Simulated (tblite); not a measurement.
# C7H10B2: the cost of one run

The runs use tblite 0.8.0 and PySCF 2.14.0, with density-fitted response routines of our own; the level of theory stands in each step. All values are computed, except where a source is named. Atoms count from 0, in the outputs and in this text.

### 1 The molecule as given

19 atoms, charge 0, multiplicity 1; geometry from: force field or distance geometry start.

Bonds of the start (Å): B0–C1 1.61, C1–B2 1.60, C1–C3 1.51, C3–C4 1.40, C4–C5 1.40, C5–C6 1.40, C6–C7 1.41, C7–C8 1.40, C8–C3 1.41, B0–H9 1.19, B0–H10 1.18, C1–H11 1.11, B2–H12 1.18, B2–H13 1.18, C4–H14 1.08, C5–H15 1.07, C6–H16 1.08, C7–H17 1.08, C8–H18 1.09.

### 2 Optimising the geometry with GFN2-xTB

Job settings and geometry (Å):

```
{"job": {"kind": "relax", "xc": "GFN2-xTB", "basis": "xTB"}, "charge": 0, "multiplicity": 1}
B      1.925800    -1.214000     1.307000
C      1.556700    -0.513200    -0.095300
B      2.493100     0.759800    -0.320700
C      0.090800    -0.153300    -0.172700
C     -0.721300    -0.747500    -1.146400
C     -2.083600    -0.425600    -1.239900
C     -2.641500     0.484500    -0.340100
C     -1.842500     1.074400     0.655200
C     -0.485100     0.749900     0.740800
H      1.970800    -0.545700     2.287100
H      1.597900    -2.340100     1.464700
H      1.818600    -1.252500    -0.878400
H      2.601000     1.165700    -1.418500
H      2.585700     1.568000     0.533400
H     -0.306600    -1.442200    -1.860100
H     -2.697800    -0.878800    -1.989600
H     -3.692800     0.731200    -0.400100
H     -2.288000     1.766400     1.348500
H      0.109000     1.222200     1.517600
```

Started as:

```console
$ OMP_NUM_THREADS=1 python probes_run.py task.json out
```

The driver reads the jobs from task.json and runs them one after another.

Q: Estimate the wall time and peak memory of this first job on 1 thread of Intel Xeon at 2.50GHz, shared host.

About 2 s, with a peak of 0.18 GiB.
